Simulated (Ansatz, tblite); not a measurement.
**GeHMe2Cl (C2H7ClGe): removing and adding an electron**

What does removing or adding an electron cost or gain for GeHMe2Cl (C2H7ClGe)? Each charged state is run at several levels.

Computed with Ansatz 0.2.0, Gaussian basis. Level: as each input shows.

Levels to be run: charge +1 doublet, at the geometry of the singlet (PBE0-D4/def2-TZVP, PBE-D4/def2-TZVP, r2SCAN-D4/def2-TZVP); charge -1 doublet, at the geometry of the singlet (PBE0-D4/def2-TZVPD, PBE-D4/def2-TZVPD, r2SCAN-D4/def2-TZVPD); the starting singlet's energies come from earlier runs.

### Step 1. The geometry

The geometry is that of the singlet, from an earlier relaxation (PBE0-D4/def2-SVP).

11 atoms, charge 0, spin multiplicity 1.

Atoms are counted from 1 here; the program's logs count them from 0.

Bond lengths: Ge1–H2 1.541 Å, Ge1–C3 1.942 Å, Ge1–C7 1.942 Å, Ge1–Cl11 2.181 Å, C3–H4 1.099 Å, C3–H5 1.099 Å, C3–H6 1.101 Å, C7–H8 1.099 Å, C7–H9 1.099 Å, C7–H10 1.101 Å. Angles: H2–Ge1–C3 111.9°, H2–Ge1–C7 111.9°, H2–Ge1–Cl11 105.8°, C3–Ge1–C7 112.8°, C3–Ge1–Cl11 106.9°, C7–Ge1–Cl11 106.9°, Ge1–C3–H4 109.9°, Ge1–C3–H5 110.3°, Ge1–C3–H6 110.0°, H4–C3–H5 108.8°, H4–C3–H6 108.9°, H5–C3–H6 108.9°, Ge1–C7–H8 110.4°, Ge1–C7–H9 109.9°, Ge1–C7–H10 110.0°, H8–C7–H9 108.8°, H8–C7–H10 108.9°, H9–C7–H10 108.9°.

As a file:

```
Ge   -0.25726   -0.43568    0.48477
H    -0.31199   -0.52801    2.02216
C     1.56403   -0.53203   -0.18258
H     1.56177   -0.50042   -1.28149
H     2.04112   -1.46690    0.14316
H     2.15061    0.31821    0.19783
C    -1.22256    1.11126   -0.18363
H    -2.26560    1.09019    0.16175
H    -1.21397    1.11030   -1.28295
H    -0.74713    2.03656    0.17621
Cl   -1.29903   -2.20347   -0.25520
```

### Step 2. Charge +1 doublet at the fixed geometry, first pass, PBE0-D4/def2-SVP

Input file in.yaml:

```yaml
crystal:
  periodic: [false, false, false]
  atoms:
    - {symbol: Ge, position_ang: [-0.257257, -0.435681, 0.484773]}
    - {symbol: H, position_ang: [-0.311993, -0.528012, 2.022155]}
    - {symbol: C, position_ang: [1.564028, -0.532034, -0.182578]}
    - {symbol: H, position_ang: [1.561773, -0.500424, -1.281493]}
    - {symbol: H, position_ang: [2.041118, -1.466899, 0.143156]}
    - {symbol: H, position_ang: [2.150607, 0.318205, 0.197832]}
    - {symbol: C, position_ang: [-1.222560, 1.111259, -0.183628]}
    - {symbol: H, position_ang: [-2.265596, 1.090191, 0.161747]}
    - {symbol: H, position_ang: [-1.213968, 1.110302, -1.282952]}
    - {symbol: H, position_ang: [-0.747130, 2.036565, 0.176208]}
    - {symbol: Cl, position_ang: [-1.299034, -2.203473, -0.255199]}
basis:
  gaussian: {orbitals: def2-SVP}
total_charge: 1
magnetization: {spin_polarized: true, initial_magnetization: 1}
hamiltonian: {xc: pbe0, dispersion: d4}
output: {orbitals: {seedname: orbitals}}
```

Started as:

```
$ ansatz run in.yaml --threads 2 --pin off --events-out ev --progress --plain --max-ram 4352MiB
```

What it wrote:

```text
Functional definition: PBE0
  name "PBE0"
  cite "Adamo & Barone, J. Chem. Phys. 110, 6158 (1999) doi:10.1063/1.478522"
  cite "Perdew, Burke & Ernzerhof, Phys. Rev. Lett. 77, 3865 (1996) doi:10.1103/PhysRevLett.77.3865"
  parent pbe
  parameter a = 0.25
  parameter kappa = 0.804
  parameter beta = 0.06672455060314922
  exchange = (1 - a)*pbe_x(kappa = kappa, mu = beta*pi^2/3) + a*exact_x
  correlation = pbe_c(beta = beta)
1129 factors; integrals over basis functions are off by at most 1.4e-3 eV
mean field evaluation 1: about -71181.1211 eV, gradient 5.1e1 eV
mean field evaluation 2: about -71167.8570 eV, gradient 6.5e1 eV
mean field evaluation 4: about -71193.2841 eV, gradient 8.3e0 eV
mean field evaluation 8: about -71193.8611 eV, gradient 1.1e0 eV
mean field evaluation 16: about -71193.8741 eV, gradient 9.3e-3 eV
mean field evaluation 32: about -71194.0244 eV, gradient 5.6e-3 eV
mean field -71194.02442224 eV, -2616.3321404745 hartree, gradient 2.7e-6 eV, S^2 0.756549; 3 other end points of the search recorded, 0 dependent functions left out
reference -71194.02444744 eV, -2616.3321414005 hartree; 34, 33 occupied and 79, 80 virtual orbitals, 1129 factors
Total energy: -71194.19172930 eV, -2616.3382888955 hartree
```

Wall time 15 s (2 threads of Arm Neoverse V1, shared host).

From the report: HOMO -14.15 eV, LUMO -12.36 eV (over both spins); ⟨S²⟩ 0.757 (pure: 0.75).

### Step 3. Charge +1 doublet at the fixed geometry, PBE0-D4/def2-TZVP

start.molden holds the orbitals of an earlier run on this state, given as this run's starting guess.

Edit in.yaml of step 2 so:

```diff
@@ -15,3 +15,3 @@
 basis:
-  gaussian: {orbitals: def2-SVP}
+  gaussian: {orbitals: def2-TZVP, initial_orbitals: start.molden}
 total_charge: 1
@@ -19,2 +19,3 @@
 hamiltonian: {xc: pbe0, dispersion: d4}
+scf: {omitted_lower_state_checks: [starts]}
 output: {orbitals: {seedname: orbitals}}
```

The command is unchanged.

What it wrote:

```text
Functional definition: PBE0
  name "PBE0"
  cite "Adamo & Barone, J. Chem. Phys. 110, 6158 (1999) doi:10.1063/1.478522"
  cite "Perdew, Burke & Ernzerhof, Phys. Rev. Lett. 77, 3865 (1996) doi:10.1103/PhysRevLett.77.3865"
  parent pbe
  parameter a = 0.25
  parameter kappa = 0.804
  parameter beta = 0.06672455060314922
  exchange = (1 - a)*pbe_x(kappa = kappa, mu = beta*pi^2/3) + a*exact_x
  correlation = pbe_c(beta = beta)
these checks for a lower state are left out or cut short: starts
1337 factors; their error is unknown
mean field evaluation 1: about -71205.3578 eV, gradient 1.1e2 eV
mean field evaluation 2: about -71207.5195 eV, gradient 2.9e0 eV
mean field evaluation 4: about -71207.8465 eV, gradient 2.3e-1 eV
mean field evaluation 8: about -71207.8467 eV, gradient 1.7e-5 eV
mean field -71207.84669209 eV, -2616.8400995224 hartree, gradient 5.1e-6 eV, S^2 0.757775; 0 other end points of the search recorded, 0 dependent functions left out
reference -71207.84672243 eV, -2616.8401006372 hartree; 34, 33 occupied and 155, 156 virtual orbitals, 1337 factors
Total energy: -71208.01400429 eV, -2616.8462481322 hartree
Checks for a lower state left out: starts
```

Run time: 21 s. Hardware: 2 threads of Arm Neoverse V1, shared host; peak memory 0.97 GiB.

HOMO -14.11 eV, LUMO -12.28 eV (over both spins); ⟨S²⟩ 0.758 (pure: 0.75).

### Step 4. Charge +1 doublet at the fixed geometry, PBE-D4/def2-TZVP

Edit in.yaml of step 3 so:

```diff
@@ -18,3 +18,3 @@
 magnetization: {spin_polarized: true, initial_magnetization: 1}
-hamiltonian: {xc: pbe0, dispersion: d4}
+hamiltonian: {xc: pbe, dispersion: d4}
 scf: {omitted_lower_state_checks: [starts]}
```

Same command.

What it wrote:

```text
Functional definition: PBE
  name "PBE"
  cite "Perdew, Burke & Ernzerhof, Phys. Rev. Lett. 77, 3865 (1996) doi:10.1103/PhysRevLett.77.3865"
  parent pbe
  parameter kappa = 0.804
  parameter beta = 0.06672455060314922
  exchange = pbe_x(kappa = kappa, mu = beta*pi^2/3)
  correlation = pbe_c(beta = beta)
these checks for a lower state are left out or cut short: starts
1282 factors; their error is unknown
mean field evaluation 1: about -71205.0871 eV, gradient 8.9e0 eV
mean field evaluation 2: about -71205.2063 eV, gradient 1.6e-1 eV
mean field evaluation 4: about -71205.1676 eV, gradient 9.3e-4 eV
mean field evaluation 8: about -71205.1676 eV, gradient 2.2e-5 eV
mean field -71205.16762217 eV, -2616.7416455187 hartree, gradient 4.1e-6 eV, S^2 0.752648; 0 other end points of the search recorded, 0 dependent functions left out
reference -71205.16766243 eV, -2616.7416469982 hartree; 34, 33 occupied and 155, 156 virtual orbitals, 1282 factors
Total energy: -71205.36394590 eV, -2616.7488602826 hartree
Checks for a lower state left out: starts
```

Wall time 8.5 s (2 threads of Arm Neoverse V1, shared host).

HOMO -12.85 eV, LUMO -12.83 eV (over both spins); ⟨S²⟩ 0.753 (pure: 0.75).

### Step 5. Charge +1 doublet at the fixed geometry, r2SCAN-D4/def2-TZVP

Edit in.yaml of step 4 so:

```diff
@@ -18,3 +18,3 @@
 magnetization: {spin_polarized: true, initial_magnetization: 1}
-hamiltonian: {xc: pbe, dispersion: d4}
+hamiltonian: {xc: r2scan, dispersion: d4}
 scf: {omitted_lower_state_checks: [starts]}
```

The command is unchanged.

What it wrote:

```text
Functional definition: r2SCAN
  name "r2SCAN"
  cite "Furness, Kaplan, Ning, Perdew & Sun, J. Phys. Chem. Lett. 11, 8208 (2020) doi:10.1021/acs.jpclett.0c02405"
  cite "Furness, Kaplan, Ning, Perdew & Sun, J. Phys. Chem. Lett. 11, 9248 (2020) doi:10.1021/acs.jpclett.0c03077"
  parent r2scan
  parameter k0 = 0.174
  parameter k1 = 0.065
  parameter a1 = 4.9479
  exchange = r2scan_x(k0 = k0, k1 = k1, a1 = a1)
  correlation = r2scan_c
these checks for a lower state are left out or cut short: starts
1282 factors; their error is unknown
mean field evaluation 1: about -71219.5414 eV, gradient 6.1e0 eV
mean field evaluation 2: about -71219.5867 eV, gradient 8.0e-2 eV
mean field evaluation 4: about -71219.5519 eV, gradient 8.6e-4 eV
mean field evaluation 8: about -71219.5519 eV, gradient 3.3e-5 eV
mean field -71219.55188914 eV, -2617.2702575797 hartree, gradient 8.0e-6 eV, S^2 0.756189; 0 other end points of the search recorded, 0 dependent functions left out
reference -71219.55190266 eV, -2617.2702580767 hartree; 34, 33 occupied and 155, 156 virtual orbitals, 1282 factors
Total energy: -71219.59980352 eV, -2617.2720184007 hartree
Checks for a lower state left out: starts
```

Wall time 29 s (2 threads of Arm Neoverse V1, shared host); peak memory 0.56 GiB.

Report: HOMO -13.13 eV, LUMO -12.88 eV (over both spins); ⟨S²⟩ 0.756 (pure: 0.75).

### Step 6. Vertical ionisation energy

Charged state less starting state, singlet to doublet; the starting state's energies are those of its earlier runs.

| level | vertical ionisation energy (eV) | time |
| --- | --- | --- |
| PBE-D4/def2-TZVP | +9.95 | 11 s |
| r2SCAN-D4/def2-TZVP | +10.12 | 35 s |
| PBE0-D4/def2-TZVP | +10.32 | 26 s |

Times add the two runs; a level without a time comes out of a correlated run.

Beside −ε(HOMO) of the starting state:

| level | −ε(HOMO) (eV) | by difference (eV) | mismatch (eV) |
| --- | --- | --- | --- |
| PBE-D4/def2-TZVP | 6.94 | 9.95 | -3.01 |
| r2SCAN-D4/def2-TZVP | 7.27 | 10.12 | -2.85 |
| PBE0-D4/def2-TZVP | 8.28 | 10.32 | -2.04 |

### Step 7. Charge -1 doublet at the fixed geometry, first pass, PBE0-D4/def2-SVP

Edit in.yaml of step 5 so:

```diff
@@ -15,7 +15,6 @@
 basis:
-  gaussian: {orbitals: def2-TZVP, initial_orbitals: start.molden}
-total_charge: 1
+  gaussian: {orbitals: def2-SVP}
+total_charge: -1
 magnetization: {spin_polarized: true, initial_magnetization: 1}
-hamiltonian: {xc: r2scan, dispersion: d4}
-scf: {omitted_lower_state_checks: [starts]}
+hamiltonian: {xc: pbe0, dispersion: d4}
 output: {orbitals: {seedname: orbitals}}
```

The command is unchanged.

What it wrote, cut to the lines that bear on the results:

```text
Functional definition: PBE0
  name "PBE0"
  cite "Adamo & Barone, J. Chem. Phys. 110, 6158 (1999) doi:10.1063/1.478522"
  cite "Perdew, Burke & Ernzerhof, Phys. Rev. Lett. 77, 3865 (1996) doi:10.1103/PhysRevLett.77.3865"
  parent pbe
[...]
1129 factors; integrals over basis functions are off by at most 1.4e-3 eV
[...]
mean field -71201.68886887 eV, -2616.6138036929 hartree, gradient 1.5e-5 eV, S^2 0.752170; 5 other end points of the search recorded, 0 dependent functions left out
reference -71201.68890060 eV, -2616.6138048591 hartree; 35, 34 occupied and 78, 79 virtual orbitals, 1129 factors
Total energy: -71201.91700246 eV, -2616.6221874478 hartree
```

Wall time 10 s (2 threads of Arm Neoverse V1, shared host).

HOMO 4.35 eV, LUMO 5.97 eV (over both spins); ⟨S²⟩ 0.752 (pure: 0.75). Doubts: highest occupied level lies above zero.

### Step 8. Charge -1 doublet at the fixed geometry, PBE0-D4/def2-TZVPD

Edit in.yaml of step 7 so:

```diff
@@ -15,3 +15,3 @@
 basis:
-  gaussian: {orbitals: def2-SVP}
+  gaussian: {orbitals: def2-TZVPD, initial_orbitals: start.molden}
 total_charge: -1
@@ -19,2 +19,3 @@
 hamiltonian: {xc: pbe0, dispersion: d4}
+scf: {omitted_lower_state_checks: [starts]}
 output: {orbitals: {seedname: orbitals}}
```

The command is unchanged.

What it wrote:

```text
Functional definition: PBE0
  name "PBE0"
  cite "Adamo & Barone, J. Chem. Phys. 110, 6158 (1999) doi:10.1063/1.478522"
  cite "Perdew, Burke & Ernzerhof, Phys. Rev. Lett. 77, 3865 (1996) doi:10.1103/PhysRevLett.77.3865"
  parent pbe
  parameter a = 0.25
  parameter kappa = 0.804
  parameter beta = 0.06672455060314922
  exchange = (1 - a)*pbe_x(kappa = kappa, mu = beta*pi^2/3) + a*exact_x
  correlation = pbe_c(beta = beta)
these checks for a lower state are left out or cut short: starts
1439 factors; their error is unknown
mean field evaluation 1: about -71212.7439 eV, gradient 1.1e2 eV
mean field evaluation 2: about -71215.7123 eV, gradient 5.0e0 eV
mean field evaluation 4: about -71216.6587 eV, gradient 4.1e0 eV
mean field evaluation 8: about -71217.0715 eV, gradient 1.6e-2 eV
mean field -71217.07149611 eV, -2617.1791048174 hartree, gradient 2.0e-5 eV, S^2 0.750229; 0 other end points of the search recorded, 0 dependent functions left out
reference -71217.07153508 eV, -2617.1791062492 hartree; 35, 34 occupied and 202, 203 virtual orbitals, 1439 factors
Total energy: -71217.29963694 eV, -2617.1874888379 hartree
Checks for a lower state left out: starts
```

Wall time 26 s (2 threads of Arm Neoverse V1, shared host); peak memory 0.95 GiB.

HOMO 2.04 eV, LUMO 2.95 eV (over both spins); ⟨S²⟩ 0.750 (pure: 0.75). Doubts: highest occupied level lies above zero.

### Step 9. Charge -1 doublet at the fixed geometry, PBE-D4/def2-TZVPD

Edit in.yaml of step 8 so:

```diff
@@ -18,3 +18,3 @@
 magnetization: {spin_polarized: true, initial_magnetization: 1}
-hamiltonian: {xc: pbe0, dispersion: d4}
+hamiltonian: {xc: pbe, dispersion: d4}
 scf: {omitted_lower_state_checks: [starts]}
```

Same command.

What it wrote:

```text
Functional definition: PBE
  name "PBE"
  cite "Perdew, Burke & Ernzerhof, Phys. Rev. Lett. 77, 3865 (1996) doi:10.1103/PhysRevLett.77.3865"
  parent pbe
  parameter kappa = 0.804
  parameter beta = 0.06672455060314922
  exchange = pbe_x(kappa = kappa, mu = beta*pi^2/3)
  correlation = pbe_c(beta = beta)
these checks for a lower state are left out or cut short: starts
1358 factors; their error is unknown
mean field evaluation 1: about -71214.1139 eV, gradient 9.0e0 eV
mean field evaluation 2: about -71214.2367 eV, gradient 1.7e-1 eV
mean field evaluation 4: about -71214.1989 eV, gradient 5.6e-2 eV
mean field evaluation 8: about -71214.1989 eV, gradient 1.6e-4 eV
mean field -71214.19888837 eV, -2617.0735384301 hartree, gradient 1.5e-5 eV, S^2 0.750185; 0 other end points of the search recorded, 0 dependent functions left out
reference -71214.19894159 eV, -2617.0735403858 hartree; 35, 34 occupied and 202, 203 virtual orbitals, 1358 factors
Total energy: -71214.46634037 eV, -2617.0833671096 hartree
Checks for a lower state left out: starts
```

Run time: 17 s. Hardware: 2 threads of Arm Neoverse V1, shared host.

Report: HOMO 2.24 eV, LUMO 2.51 eV (over both spins); ⟨S²⟩ 0.750 (pure: 0.75). Doubts: highest occupied level lies above zero.

### Step 10. Charge -1 doublet at the fixed geometry, r2SCAN-D4/def2-TZVPD

Edit in.yaml of step 9 so:

```diff
@@ -18,3 +18,3 @@
 magnetization: {spin_polarized: true, initial_magnetization: 1}
-hamiltonian: {xc: pbe, dispersion: d4}
+hamiltonian: {xc: r2scan, dispersion: d4}
 scf: {omitted_lower_state_checks: [starts]}
```

The command is unchanged.

What it wrote:

```text
Functional definition: r2SCAN
  name "r2SCAN"
  cite "Furness, Kaplan, Ning, Perdew & Sun, J. Phys. Chem. Lett. 11, 8208 (2020) doi:10.1021/acs.jpclett.0c02405"
  cite "Furness, Kaplan, Ning, Perdew & Sun, J. Phys. Chem. Lett. 11, 9248 (2020) doi:10.1021/acs.jpclett.0c03077"
  parent r2scan
  parameter k0 = 0.174
  parameter k1 = 0.065
  parameter a1 = 4.9479
  exchange = r2scan_x(k0 = k0, k1 = k1, a1 = a1)
  correlation = r2scan_c
these checks for a lower state are left out or cut short: starts
1358 factors; their error is unknown
mean field evaluation 1: about -71228.5781 eV, gradient 6.1e0 eV
mean field evaluation 2: about -71228.6225 eV, gradient 8.0e-2 eV
mean field evaluation 4: about -71228.5869 eV, gradient 7.4e-3 eV
mean field evaluation 8: about -71228.5869 eV, gradient 2.6e-5 eV
mean field -71228.58685032 eV, -2617.6022862790 hartree, gradient 2.0e-5 eV, S^2 0.750558; 0 other end points of the search recorded, 0 dependent functions left out
reference -71228.58687775 eV, -2617.6022872869 hartree; 35, 34 occupied and 202, 203 virtual orbitals, 1358 factors
Total energy: -71228.65434431 eV, -2617.6047666375 hartree
Checks for a lower state left out: starts
```

It took 53 s on 2 threads of Arm Neoverse V1, shared host.

HOMO 2.28 eV, LUMO 2.64 eV (over both spins); ⟨S²⟩ 0.751 (pure: 0.75). Doubts: highest occupied level lies above zero.

### Step 11. Vertical electron affinity

Starting state less charged state (positive: the electron is bound), singlet to doublet; the starting state's energies are those of its earlier runs.

| level | vertical electron affinity (eV) | time |
| --- | --- | --- |
| PBE-D4/def2-TZVPD | -0.89 | 21 s |
| r2SCAN-D4/def2-TZVPD | -1.10 | 63 s |
| PBE0-D4/def2-TZVPD | -1.07 | 33 s |

Times add the two runs; a level without a time comes out of a correlated run.

Beside −ε(LUMO) of the starting state:

| level | −ε(LUMO) (eV) | by difference (eV) | mismatch (eV) |
| --- | --- | --- | --- |
| PBE-D4/def2-TZVPD | 0.67 | -0.89 | +1.56 |
| r2SCAN-D4/def2-TZVPD | 0.27 | -1.10 | +1.37 |
| PBE0-D4/def2-TZVPD | -0.16 | -1.07 | +0.91 |

### Step 12. Summary of results

| quantity | value |
| --- | --- |
| vertical ionisation energy, functionals in def2-TZVP | 9.95 (PBE-D4) to 10.32 eV (PBE0-D4) |
| vertical electron affinity, functionals in def2-TZVPD | -1.10 (r2SCAN-D4) to -0.89 eV (PBE-D4) |

The vertical ionisation energy spans 9.95 to 10.32 eV over the functionals. −ε(HOMO) misses the level's own difference by -2.04 eV at best (PBE0-D4) and -3.01 eV at worst (PBE-D4). The vertical electron affinity spans -1.10 to -0.89 eV over the functionals. A negative affinity means an unbound electron, held by the basis alone. −ε(LUMO) misses the level's own difference by +0.91 eV at best (PBE0-D4) and +1.56 eV at worst (PBE-D4).
